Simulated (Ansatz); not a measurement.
HfIn4SiO6:

```xyz
12
Lattice="5.2774 0.0000 0.0000 -2.6387 4.5704 0.0000 0.0000 0.0000 10.5590" Properties=species:S:1:pos:R:3 pbc="T T T"
Hf    2.6387    1.5234    0.0000
In    0.0000    0.0000    3.2148
In    0.0000    0.0000    7.3442
In    0.0000    3.0469    8.3331
In    0.0000    3.0469    2.2260
Si    0.0000    0.0000    0.0000
O     3.2747    3.2219    9.5002
O     1.4858    0.1234    1.0589
O     0.8498    1.2250    9.5002
O     2.0027    3.2219    1.0589
O     3.7916    0.1234    9.5002
O     4.4277    1.2250    1.0589
```

The cell was built by a generator and needn't be a form met in nature.

Base run:

* Program: Ansatz 0.2.0
* Functional: PBE
* Potentials or basis: Ansatz PAW
* Cutoff: 420 eV
* Density cutoff: 1680 eV
* k mesh: 6 × 6 × 3
* Occupations: fermi-dirac, width 0.05 eV
* Spin: no spin polarisation
* Hubbard terms: Hf d U = 8 eV

Its results: band gap on the k mesh none (metal or under the smearing width); pressure 1.5 GPa.

**Question.** After a change of settings the same cell gave: band gap on the k mesh none (metal or under the smearing width); pressure 0.0 GPa. Which change was it?
A. hubbard terms from Hf d U = 8 eV to none; hubbard projectors from ortho-atomic (the default) to none
B. functional from PBE to PBEsol; hubbard terms from Hf d U = 8 eV to none; hubbard projectors from ortho-atomic (the default) to none
C. functional from PBE to r2SCAN; cutoff from 420 eV to 500 eV; density cutoff from 1680 eV to 2000 eV; hubbard terms from Hf d U = 8 eV to none; hubbard projectors from ortho-atomic (the default) to none
D. hubbard terms from Hf d U = 8 eV to Hf d U = 6 eV

**Answer.** A.

Caveats: U without spin polarisation on a metal has little footing (some runs).

Not every run made on this cell is shown here.
